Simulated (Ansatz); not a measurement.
# B3H3O3: up Jacob's ladder to CCSD(T)

How much do the methods differ for B3H3O3? The plan is to run it at one geometry with functionals of several rungs and with coupled cluster, and see how far each lands from CCSD(T) at the basis-set limit for the atomisation energy.

The runs use Ansatz 0.2.0, Gaussian basis; functionals in def2-TZVPP, the program's frozen cores in correlated methods.

Plan: LDA (SPW92), PBE-D4, revPBE-D4, BLYP-D4, r2SCAN-D4, B97M-V, PBE0-D4, B3LYP-D4, r2SCANh-D4, r2SCAN0-D4, HSE06-D4, BHLYP-D4, CAM-B3LYP-D4, LC-ωPBE, ωB97X-V, ωB97M-V, B2PLYP, PBE-QIDH; CCSD(T)/def2-SVP; CCSD(T)/def2-TZVPP; CCSD(T)/def2-QZVPP; extrapolation to the limit; RPA on PBE.

## 1. The geometry

An earlier PBE0-D4 in a triple-zeta def2 set relaxation fixed the geometry.

SMILES `B1OBOBO1`, 9 atoms, charge 0, spin multiplicity 1.

Atoms are counted from 1 here; the program's logs count them from 0.

Bond lengths: B1–O2 1.372 Å, B1–O6 1.372 Å, B1–H7 1.190 Å, O2–B3 1.372 Å, B3–O4 1.372 Å, B3–H8 1.190 Å, O4–B5 1.372 Å, B5–O6 1.372 Å, B5–H9 1.190 Å. Angles: O2–B1–O6 119.7°, O2–B1–H7 120.2°, O6–B1–H7 120.2°, B1–O2–B3 120.3°, O2–B3–O4 119.7°, O2–B3–H8 120.2°, O4–B3–H8 120.2°, B3–O4–B5 120.3°, O4–B5–O6 119.7°, O4–B5–H9 120.2°, O6–B5–H9 120.2°, B1–O6–B5 120.3°.

## 2. LDA

This LDA is Slater exchange with PW92 correlation.

File in.yaml:

```yaml
crystal:
  periodic: [false, false, false]
  atoms:
    - {symbol: B, position_ang: [1.301639, 0.115834, -0.424664]}
    - {symbol: O, position_ang: [0.612786, -1.053495, -0.624828]}
    - {symbol: B, position_ang: [-0.686877, -1.172741, -0.202251]}
    - {symbol: O, position_ang: [-1.297430, -0.115439, 0.423230]}
    - {symbol: B, position_ang: [-0.614765, 1.056905, 0.626925]}
    - {symbol: O, position_ang: [0.684640, 1.168930, 0.201589]}
    - {symbol: H, position_ang: [2.429291, 0.216204, -0.792630]}
    - {symbol: H, position_ang: [-1.281946, -2.188743, -0.377475]}
    - {symbol: H, position_ang: [-1.147348, 1.972536, 1.170107]}
basis:
  gaussian: {orbitals: def2-TZVPP}
hamiltonian: {xc: lda}
output: {orbitals: {seedname: orbitals}}
```

Run with:

```console
> ansatz run in.yaml --threads 2 --pin off --events-out ev --progress --plain --max-ram 32768MiB --backend cpu
```

The runs that follow: PBE-D4 (GGA); revPBE-D4 (GGA); BLYP-D4 (GGA); r2SCAN-D4 (meta-GGA); B97M-V (meta-GGA); B3LYP-D4 (hybrid); r2SCANh-D4 (hybrid); r2SCAN0-D4 (hybrid); HSE06-D4 (hybrid); BHLYP-D4 (hybrid); CAM-B3LYP-D4 (range-separated); LC-ωPBE (range-separated); ωB97X-V (range-separated); ωB97M-V (range-separated); B2PLYP (double hybrid); PBE-QIDH (double hybrid); CCSD(T) in def2-SVP; CCSD(T) in def2-TZVPP; CCSD(T) in def2-QZVPP; RPA on PBE orbitals.

**Question.** What will the summary of the whole plan be? Wanted: atomisation energy, CCSD(T)/CBS; farthest beyond LDA; mean size of error, GGA; mean size of error, meta-GGA; mean size of error, hybrid; mean size of error, range-separated; mean size of error, double hybrid; gap, smallest and largest; T1 diagnostic.

As calculated:

```
                               quantity                                      value
        atomisation energy, CCSD(T)/CBS                                  45.251 eV
    functionals within 0.226 eV (0.5 %)        B3LYP-D4, ωB97X-V, B2PLYP, PBE-QIDH
                    farthest beyond LDA                         PBE-D4 (+1.201 eV)
                mean size of error, GGA                                   0.563 eV
           mean size of error, meta-GGA                                   0.491 eV
             mean size of error, hybrid                                   0.401 eV
    mean size of error, range-separated                                   0.407 eV
      mean size of error, double hybrid                                   0.065 eV
              gap, smallest and largest  6.16 eV (LDA (SPW92)), 14.21 eV (LC-ωPBE)
                          T1 diagnostic                                     0.0145
triples share of the correlation energy                                      3.7 %
```

LDA overbinds by 6.982 eV (15 %). PBE-D4 misses by +1.201 eV. Double hybrids carry the basis error of their MP2 part in triple zeta, and no dispersion term here, so their miss is partly the set-up's. Taken by rung, double hybrid functionals do best (0.065 eV on average) and GGA ones worst beyond LDA (0.563 eV). Misses under about 0.226 eV are within the doubt on the reference itself, which lacks core-valence correlation, relativity and higher excitations. Hartree-Fock recovers 77 % of the binding; the rest is correlation. CCSD(T) in def2-SVP is off by -1.616 eV, more than most functionals: a good method in a small basis is no reference. The gap grows from 6.2 to 14.2 eV across the functionals, mostly with the share of exact exchange.
